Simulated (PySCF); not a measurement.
# C5H12Al−: NMR shifts and electronic excitations in gas and solvents, part 2 of 2

PySCF 2.14.0. Atoms count from 0.

## (5) Excited states and response: wB97X-D/def2-SVPD

Job settings and geometry (Å):

```
{"job": {"kind": "uv", "xc": "wB97X-D", "basis": "def2-SVPD", "dynamic": true, "nstates": 6, "ntriplets": 0}, "charge": -1, "multiplicity": 1}
Al     2.470486     0.472467    -0.491725
C      0.448916     0.201066    -0.507725
C     -0.041490    -1.199230    -0.131333
C     -1.553500    -1.055857     0.142066
C     -1.755107     0.425951     0.541908
C     -0.348405     1.056976     0.479480
H      2.820504     2.036697    -0.884294
H      3.001642     0.135959     1.036411
H      3.172813    -0.552523    -1.577910
H      0.074524     0.427057    -1.529841
H      0.181564    -1.960359    -0.897199
H      0.468688    -1.528274     0.793842
H     -1.915048    -1.752716     0.918738
H     -2.128178    -1.285518    -0.771567
H     -2.427632     0.926126    -0.175907
H     -2.227386     0.531941     1.534506
H     -0.373750     2.125570     0.209151
H      0.124773     0.998529     1.478031
```

Method: TDDFT wB97X-D/def2-SVPD, vertical, gas phase, core orbitals frozen in the response.

What it wrote:

```text
coarse grid: 14496 points
cycle   1  E = -439.8135244213  dE =  3.658e-01  |g| = 3.722e-01  |ddm| = 5.744e+00
cycle   2  E = -439.8425841115  dE = -2.906e-02  |g| = 2.974e-01  |ddm| = 1.471e+00
cycle   3  E = -439.8658661050  dE = -2.328e-02  |g| = 4.647e-02  |ddm| = 6.271e-01
cycle   4  E = -439.8665450761  dE = -6.790e-04  |g| = 8.818e-03  |ddm| = 1.512e-01
cycle   5  E = -439.8665784632  dE = -3.339e-05  |g| = 2.776e-03  |ddm| = 4.618e-02
cycle   6  E = -439.8665811155  dE = -2.652e-06  |g| = 9.989e-04  |ddm| = 1.229e-02
final grid: 132400 points
cycle   7  E = -439.9354563897  dE = -9.728e-05  |g| = 3.394e-03  |ddm| = 1.849e-01
cycle   8  E = -439.9354589493  dE = -2.560e-06  |g| = 2.353e-03  |ddm| = 2.412e-02
cycle   9  E = -439.9354602676  dE = -1.318e-06  |g| = 5.016e-04  |ddm| = 5.585e-03
cycle  10  E = -439.9354603637  dE = -9.610e-08  |g| = 1.279e-04  |ddm| = 2.228e-03
cycle  11  E = -439.9354603698  dE = -6.064e-09  |g| = 4.194e-05  |ddm| = 5.901e-04
cycle  12  E = -439.9354603706  dE = -7.606e-10  |g| = 1.301e-05  |ddm| = 2.001e-04
converged SCF energy = -439.9354603706

Static polarisability (au): isotropic 107.659, principal 95.724 103.732 123.522

Singlet excitations
state   eV       nm        f      main configurations
  1   5.7007    217.5   0.01156   H->L 0.76, H->L+3 0.12
  2   5.9836    207.2   0.10564   H-1->L 0.84, H-1->L+1 0.12
  3   6.0415    205.2   0.11241   H-2->L 0.84, H-2->L+1 0.11
  4   6.3255    196.0   0.24473   H->L+1 0.82, H->L 0.11
  5   6.4938    190.9   0.00495   H-1->L+3 0.63, H-1->L+1 0.15
  6   6.4992    190.8   0.01653   H-2->L+3 0.57, H-2->L+1 0.17
```

Wall time 91 s (1 thread, shared host).

The orbitals next to the gap, with their largest atomic shares:

| orbital | eV | atoms |
| --- | --- | --- |
| HOMO−3 | -6.76 | C1 26 %, H9 15 %, C2 14 % |
| HOMO−2 | -4.43 | H7 38 %, Al0 37 %, H8 11 % |
| HOMO−1 | -4.42 | Al0 37 %, H6 29 %, H8 28 % |
| HOMO | -4.03 | C1 40 %, Al0 21 %, C5 6 % |
| LUMO | 5.18 | Al0 63 % |
| LUMO+1 | 5.57 | Al0 16 %, C3 16 %, C4 16 % |
| LUMO+2 | 6.07 | H12 12 %, H15 12 %, C3 11 % |

With each of the 6 states as a Gaussian band of 0.4 eV half-width at 1/e, the curve within the window shown has maxima at 200 nm (ε 17,000) L/(mol cm). Beyond the last state computed it falls off for lack of states. The curve at chosen wavelengths:

```tsv
nm	ε (L/mol/cm)
182	3124
184	4658
187	7526
189	9638
192	12688
194	14390
196	15666
199	16615
201	16581
204	15633
206	14521
208	13141
211	10800
213	9198
216	6930
218	5585
220	4410
223	2985
225	2250
228	1428
230	1035
232	740
235	437
237	303
240	172
242	116
```

Ground-state properties from the same run:

| property | computed |
| --- | --- |
| polarisability (Å³) | 15.95 |
| HOMO–LUMO gap (eV) | 9.21 |
| −ε(HOMO) (eV) | 4.03 |
| C6 with itself (au) | 3906 |

## (6) Ultraviolet spectrum: wB97X-D/def2-SVPD in chloroform

The job, as its differences from that of step 5:

```diff
@@ -1,2 +1,2 @@
-{"job": {"kind": "uv", "xc": "wB97X-D", "basis": "def2-SVPD", "dynamic": true, "nstates": 6, "ntriplets": 0}, "charge": -1, "multiplicity": 1}
+{"job": {"kind": "uv", "xc": "wB97X-D", "basis": "def2-SVPD", "solvent": "chloroform", "nstates": 6, "ntriplets": 0}, "charge": -1, "multiplicity": 1}
 Al     2.470486     0.472467    -0.491725
```

Method: TDDFT wB97X-D/def2-SVPD, vertical, IEF-PCM chloroform (non-equilibrium linear response), core orbitals frozen in the response.

What it wrote:

```text
coarse grid: 14496 points
cycle   1  E = -439.8883735396  dE =  2.917e-01  |g| = 3.457e-01  |ddm| = 5.742e+00
cycle   2  E = -439.9129305259  dE = -2.456e-02  |g| = 2.659e-01  |ddm| = 1.150e+00
cycle   3  E = -439.9313599149  dE = -1.843e-02  |g| = 4.204e-02  |ddm| = 4.890e-01
cycle   4  E = -439.9319498091  dE = -5.899e-04  |g| = 7.134e-03  |ddm| = 1.279e-01
cycle   5  E = -439.9319745216  dE = -2.471e-05  |g| = 2.488e-03  |ddm| = 3.569e-02
cycle   6  E = -439.9319770169  dE = -2.495e-06  |g| = 9.263e-04  |ddm| = 1.008e-02
final grid: 132400 points
cycle   7  E = -440.0008994355  dE = -9.767e-05  |g| = 3.438e-03  |ddm| = 1.812e-01
cycle   8  E = -440.0009021124  dE = -2.677e-06  |g| = 2.389e-03  |ddm| = 2.391e-02
cycle   9  E = -440.0009034936  dE = -1.381e-06  |g| = 4.730e-04  |ddm| = 5.293e-03
cycle  10  E = -440.0009035907  dE = -9.706e-08  |g| = 1.170e-04  |ddm| = 2.330e-03
cycle  11  E = -440.0009035968  dE = -6.146e-09  |g| = 4.683e-05  |ddm| = 5.730e-04
cycle  12  E = -440.0009035979  dE = -1.061e-09  |g| = 1.361e-05  |ddm| = 2.004e-04
cycle  13  E = -440.0009035980  dE = -1.447e-10  |g| = 2.583e-06  |ddm| = 9.502e-05
converged SCF energy = -440.0009035980

Static polarisability (au): isotropic 132.077, principal 121.647 129.676 144.909

Singlet excitations
state   eV       nm        f      main configurations
  1   6.1639    201.1   0.03390   H->L 0.60, H->L+1 0.30
  2   6.8510    181.0   0.34654   H->L+1 0.47, H->L 0.21, H->L+4 0.18
  3   6.8995    179.7   0.16283   H->L+4 0.59, H->L 0.13, H->L+1 0.13
  4   6.9461    178.5   0.15451   H-1->L 0.46, H-1->L+2 0.17, H-1->L+1 0.12
  5   7.0088    176.9   0.05047   H-1->L 0.34, H->L+5 0.26, H->L+3 0.22
  6   7.0231    176.5   0.14189   H-2->L 0.61, H-2->L+2 0.13, H->L+4 0.09
```

It took 86 s on 1 thread, shared host.

In short: HOMO -7.19 eV, LUMO 2.69 eV; lowest singlet 6.16 eV.

## (7) TDDFT and polarisability: wB97X-D/def2-SVPD in tetrahydrofuran

The job, as its differences from that of step 6:

```diff
@@ -1,2 +1,2 @@
-{"job": {"kind": "uv", "xc": "wB97X-D", "basis": "def2-SVPD", "solvent": "chloroform", "nstates": 6, "ntriplets": 0}, "charge": -1, "multiplicity": 1}
+{"job": {"kind": "uv", "xc": "wB97X-D", "basis": "def2-SVPD", "solvent": "tetrahydrofuran", "nstates": 6, "ntriplets": 0}, "charge": -1, "multiplicity": 1}
 Al     2.470486     0.472467    -0.491725
```

With the program's defaults for keys left out, this is: TDDFT wB97X-D/def2-SVPD, vertical, IEF-PCM tetrahydrofuran (non-equilibrium linear response), core orbitals frozen in the response.

What it wrote:

```text
coarse grid: 14496 points
cycle   1  E = -439.8960865563  dE =  2.841e-01  |g| = 3.432e-01  |ddm| = 5.742e+00
cycle   2  E = -439.9204185351  dE = -2.433e-02  |g| = 2.625e-01  |ddm| = 1.135e+00
cycle   3  E = -439.9383552908  dE = -1.794e-02  |g| = 4.167e-02  |ddm| = 4.781e-01
cycle   4  E = -439.9389448763  dE = -5.896e-04  |g| = 7.043e-03  |ddm| = 1.255e-01
cycle   5  E = -439.9389700342  dE = -2.516e-05  |g| = 2.504e-03  |ddm| = 3.507e-02
cycle   6  E = -439.9389727473  dE = -2.713e-06  |g| = 9.510e-04  |ddm| = 1.013e-02
final grid: 132400 points
cycle   7  E = -440.0078997743  dE = -9.777e-05  |g| = 3.450e-03  |ddm| = 1.809e-01
cycle   8  E = -440.0079024914  dE = -2.717e-06  |g| = 2.393e-03  |ddm| = 2.395e-02
cycle   9  E = -440.0079038829  dE = -1.392e-06  |g| = 4.714e-04  |ddm| = 5.274e-03
cycle  10  E = -440.0079039821  dE = -9.920e-08  |g| = 1.173e-04  |ddm| = 2.374e-03
cycle  11  E = -440.0079039887  dE = -6.513e-09  |g| = 4.856e-05  |ddm| = 5.842e-04
cycle  12  E = -440.0079039898  dE = -1.181e-09  |g| = 1.412e-05  |ddm| = 2.086e-04
cycle  13  E = -440.0079039900  dE = -1.611e-10  |g| = 2.709e-06  |ddm| = 9.619e-05
converged SCF energy = -440.0079039900

Static polarisability (au): isotropic 137.150, principal 127.711 135.046 148.695

Singlet excitations
state   eV       nm        f      main configurations
  1   6.1966    200.1   0.03444   H->L 0.59, H->L+1 0.34
  2   6.8735    180.4   0.20062   H->L+3 0.46, H->L+1 0.29, H->L 0.11
  3   6.9184    179.2   0.28062   H->L+3 0.38, H->L+1 0.29, H->L 0.25
  4   6.9808    177.6   0.03829   H->L+4 0.52, H-1->L+1 0.13, H->L+5 0.12
  5   7.0651    175.5   0.12615   H-1->L 0.57, H->L+4 0.12, H-1->L+2 0.09
  6   7.1001    174.6   0.11067   H-2->L 0.41, H-2->L+1 0.27, H-2->L+2 0.16
```

Run time: 89 s. Hardware: 1 thread, shared host.

Key values: HOMO -7.50 eV, LUMO 2.42 eV; lowest singlet 6.20 eV.

## (8) Side by side: NMR shifts

Shifts (ppm) of some atoms, chosen among heavy atoms and hydrogens apart, means over like atoms, with basis size and wall time:

| run | C2 | C3 | C1 | H6 | H12 | H13 | Al0 | functions | time |
| --- | --- | --- | --- | --- | --- | --- | --- | --- | --- |
| PBE0/pcSseg-1 in chloroform | 36.6 | 28.8 | 25.0 | 3.16 | 1.44 | 1.20 | 29.3 | 169 | 55 s |
| PBE0/pcSseg-1 in tetrahydrofuran | 36.6 | 28.8 | 24.9 | 3.11 | 1.48 | 1.24 | 28.9 | 169 | 48 s |

The continuum's effect on the ground state:

| solvent | ε | polarisation energy (Eh) |
| --- | --- | --- |
| chloroform | 4.71 | -0.0681 |
| tetrahydrofuran | 7.43 | -0.0757 |

## (9) Side by side: electronic excitations

Excitations and ground-state properties, with basis size and wall time:

| run | lowest singlet (eV) | brightest (eV) | f | gap (eV) | α (Å³) | functions | time |
| --- | --- | --- | --- | --- | --- | --- | --- |
| wB97X-D/def2-SVPD | 5.70 | 6.33 | 0.245 | 9.21 | 15.95 | 220 | 91 s |
| wB97X-D/def2-SVPD in chloroform | 6.16 | 6.85 | 0.347 | 9.87 | 19.57 | 220 | 86 s |
| wB97X-D/def2-SVPD in tetrahydrofuran | 6.20 | 6.92 | 0.281 | 9.92 | 20.32 | 220 | 89 s |

The continuum's effect on the ground state:

| solvent | ε | polarisation energy (Eh) |
| --- | --- | --- |
| chloroform | 4.71 | -0.0680 |
| tetrahydrofuran | 7.43 | -0.0757 |

## (10) What came out

The summary covers parts 1 to 2.

| quantity | value |
| --- | --- |
| point group | Cs |
| rotational constants (main isotopes) | 5.99, 1.64, 1.39 GHz |
| ¹³C shifts against TMS (PBE0/pcSseg-1, chloroform, means over atoms taken as alike) | 36.6, 28.8, 25.0 ppm |
| ¹H shifts against TMS (PBE0/pcSseg-1, chloroform, means over atoms taken as alike) | 3.16, 1.67, 1.44, 1.20, 0.99, -0.38 ppm |
| ²⁷Al shifts against AlH4- (PBE0/pcSseg-1, chloroform) | 29.3 ppm |
| lowest singlet (wB97X-D/def2-SVPD) | 5.70 eV (217 nm), f = 0.012 |
| brightest single state of those computed | state 4, 6.33 eV, f = 0.245 |
| range of the shift of Al0 | 28.9 to 29.3 ppm |
| range of the lowest singlet | 5.70 to 6.20 eV |

In words: The optimisation took 7 steps and gained 0.088 eV; among the close pairs (by a distance rule), Al0–H8 changed most, from 1.614 to 1.650 Å. No frequency check was run at this level, so the end point may be a saddle. At PBE0/pcSseg-1: The largest span, 69 ppm, is at Al0, where the paramagnetic term is -342 ppm. The lowest singlet, at 5.70 eV, is HOMO→LUMO 0.76, HOMO→LUMO+3 0.12 and is weak; of the 6 states computed, the strongest absorption comes from state 4 at 6.33 eV. The lowest singlet lies above −ε(HOMO); no detachment energy was computed, so the anion's states may not be bound. Across the 2 runs the shift of Al0 moves most, between 28.9 (PBE0/pcSseg-1 in tetrahydrofuran) and 29.3 ppm (PBE0/pcSseg-1 in chloroform). The continuum holds electrostatics alone: no hydrogen bonds to the solvent, and the gas-phase geometry is kept. The lowest singlet runs from 5.70 eV (wB97X-D/def2-SVPD) to 6.20 eV (wB97X-D/def2-SVPD in tetrahydrofuran), while the orbital gap spans 9.21 to 9.92 eV. The lowest state need not be the same one in every run.
